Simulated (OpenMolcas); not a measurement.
# W⁵⁺ among point charges: CASSCF and CASPT2 levels and susceptibility

Aim: the splitting of the states of W⁵⁺ in the field of 6 point charges, its lowest levels with spin-orbit coupling and its magnetic susceptibility.

The numbers are computed with OpenMolcas 26.06 (state-averaged CASSCF and CASPT2, spin-orbit coupling by RASSI with atomic mean-field integrals), except any that are marked as measured or tabulated.

### Step 1. Starting point

| Property | Result |
| --- | --- |
| Species | W⁵⁺ (tungsten, Z = 74, 69 electrons) |
| Basis | ANO-RCC-VDZP [7s6p4d2f1g], 68 functions |
| Scalar Hamiltonian | DKH2, point nucleus |
| Inactive shells | 1s 2s 2p 3s 3p 3d 4s 4p 4d 4f 5s 5p |
| Active space | 1 electron in 5 orbitals (5d) |
| Some configurations of this space | 5d |
| Orbitals | optimised for each spin and parity, averaged over all roots |

The outer shells:

5d
```
5d [↑ ][  ][  ][  ][  ]
```

The ion sits among 6 point charges of -1.7 e arranged as a trigonal antiprism (D3d), 2.1 Å from the ion, with a polar angle of 54.2° against the regular 54.74°.

The work runs as a chain of OpenMolcas steps in one folder; each step below is one input file. Labels, J, g values, rates, χT and fits are worked out afterwards by a script from the matrices that RASSI stores. The input lists half of the charges; inversion (Group=XYZ) makes the rest.

### Step 2. Basis and integrals

File a.inp:

```
&GATEWAY
Coord
1

W 0.0 0.0 0.0
Basis=ANO-RCC-VDZP
Group=XYZ
NoMove
AngMom=0.0 0.0 0.0
AMFI
XField
3 Angstrom 0
0.000000 1.702982 1.228760 -1.700000
1.474826 -0.851491 1.228760 -1.700000
1.474826 0.851491 -1.228760 -1.700000
&SEWARD
```

Started as:

```sh
OMP_NUM_THREADS=1 MOLCAS_MEM=1689 MOLCAS_PROJECT=a pymolcas a.inp > a.log
```

### Step 3. CASSCF: doublets of even parity, 5 roots

File a.inp:

```
&RASSCF
FileOrb=start.orb
Symmetry=1
Spin=2
nActEl=1 0 0
Inactive=15 19
Ras2=5 0
CIRoot=5 5 1
SDav=5
CIMx=300
Iter=120 100
PrWF=0.3
OrbListing=Nothing
MaxOrb=0
>>> COPY $Project.JobIph JOB001
```

start.orb holds the contracted functions of the basis, ordered by shell, or the orbitals of the step before.

### Step 4. RASSI: spin-orbit coupling between the states

File a.inp:

```
&RASSI
NrOfJobIphs=1 5
1 2 3 4 5
IphNames
JOB001
EJob
SpinOrbit
DIPRint=1.0
SOCoupling=1000.0
Subsets=2
Property=9
'ANGMOM' 1 'ANGMOM' 2 'ANGMOM' 3 'MLTPL  1' 1 'MLTPL  1' 2 'MLTPL  1' 3
'AMFI' 1 'AMFI' 2 'AMFI' 3
SOProperty=3
'ANGMOM' 1 'ANGMOM' 2 'ANGMOM' 3
```

### Step 5. CASPT2: IPEA 0.25, imaginary shift 0.1 (closed shells correlated: 4f 5s 5p)

File a.inp:

```
>>> COPY JOB001 $Project.JobIph
&CASPT2
Multistate=5 1 2 3 4 5
NoMult
Frozen=14 9
IPEA=0.25
Imaginary=0.1
MaxIter=60
WThr=0.0 0.3 0.05
PrWF=0.5
NoMix
```

(Steps that only read results are left out.)

**Question.** What will these runs give? Wanted: spin-free ground state; first state of the same spin within the active space; lowest level; next level.

As calculated:

| quantity | value |
| --- | --- |
| method | SS-CASPT2, IPEA 0.25, imaginary shift 0.1 (closed shells correlated: 4f 5s 5p) |
| spin-free ground state | 2E, 2-fold in its orbital part |
| first state of the same spin within the active space | 2A1 at 599 cm⁻¹ |
| lowest level | 2-fold E3/2, g = 0.00, 0.00, 1.77 |
| next level | 568.7 cm⁻¹ |
| χT at 300 K | 0.16 cm³ K/mol |
| effective moment at 300 K | 1.14 μB |

Cost by method:

| method | time of its own steps | time with the reference |
| --- | --- | --- |
| A. CASSCF | 1.5 s | 1.5 s |
| B. SS-CASPT2, IPEA 0.25, imaginary shift 0.1, +4f 5s 5p | 0.82 s | 2.3 s |

Times are of one thread on a shared host.

In words: The spin-free ground state (2E) comes to 100 % from free-ion D terms and keeps the highest spin of the shell. χT at 300 K is 0.16, against 0.38 cm³ K/mol for the spin alone, so orbital moment lowers it. CASPT2 does not keep the components of a term degenerate, and the means are used. The field of point charges can differ much from that of real complexes. This is an electrostatic model: the charges have no orbitals.
